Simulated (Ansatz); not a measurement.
**ClHSZn: basis-set convergence**

An exercise on one series of results from a longer session: the logs are not shown, and one member is left open.

Method: one geometry, several basis sets; program: Ansatz 0.2.0, Gaussian basis.

Levels to be run: PBE0-D4/def2-SVP; ωB97M-V/def2-SVP; PBE0-D4/def2-QZVPP; ωB97M-V/def2-QZVPP; the functionals' def2-TZVPP values are taken from earlier runs.

### The geometry

An earlier PBE0-D4 in a triple-zeta def2 set relaxation fixed the geometry.

SMILES `[SH][Zn][Cl]`, 4 atoms, charge 0, spin multiplicity 1.

Atoms are counted from 1 here; the program's logs count them from 0.

Bond lengths: S1–Zn2 2.153 Å, S1–H4 1.345 Å, Zn2–Cl3 2.095 Å. Angles: Zn2–S1–H4 92.5°, S1–Zn2–Cl3 179.2°.

Set-up of the first run:

Input file in.yaml:

```yaml
crystal:
  periodic: [false, false, false]
  atoms:
    - {symbol: S, position_ang: [-0.520342, 1.236021, -0.882898]}
    - {symbol: Zn, position_ang: [-0.030697, -0.669042, -0.008570]}
    - {symbol: Cl, position_ang: [0.430132, -2.537068, 0.821261]}
    - {symbol: H, position_ang: [0.176408, 1.909689, 0.049907]}
basis:
  gaussian: {orbitals: def2-SVP}
hamiltonian: {xc: pbe0, dispersion: d4}
output: {orbitals: {seedname: orbitals}}
```

Run with:

```console
$ ansatz run in.yaml --threads 4 --pin off --events-out ev --progress --plain --max-ram 10444MiB
```

Steps of the session up to this table: PBE0-D4 in def2-SVP; ωB97M-V in def2-SVP; PBE0-D4 in def2-QZVPP; ωB97M-V in def2-QZVPP.

One table of the session follows, with a row left open; its other results are not shown here.

It belongs to the step «Functionals by basis». 

| functional | basis | HOMO (eV) |
| --- | --- | --- |
| PBE0-D4 | def2-SVP | -7.44 |
| PBE0-D4 | def2-TZVPP | -7.74 |
| PBE0-D4 | def2-QZVPP | -7.76 |
| ωB97M-V | def2-SVP | ? |
| ωB97M-V | def2-TZVPP | -9.92 |
| ωB97M-V | def2-QZVPP | -9.96 |

**Question.** Estimate the row for ωB97M-V, def2-SVP.

The run gave: HOMO (eV): -9.58. In the column «HOMO (eV)» it lies between ωB97M-V, def2-TZVPP (-9.92) and PBE0-D4, def2-QZVPP (-7.76).
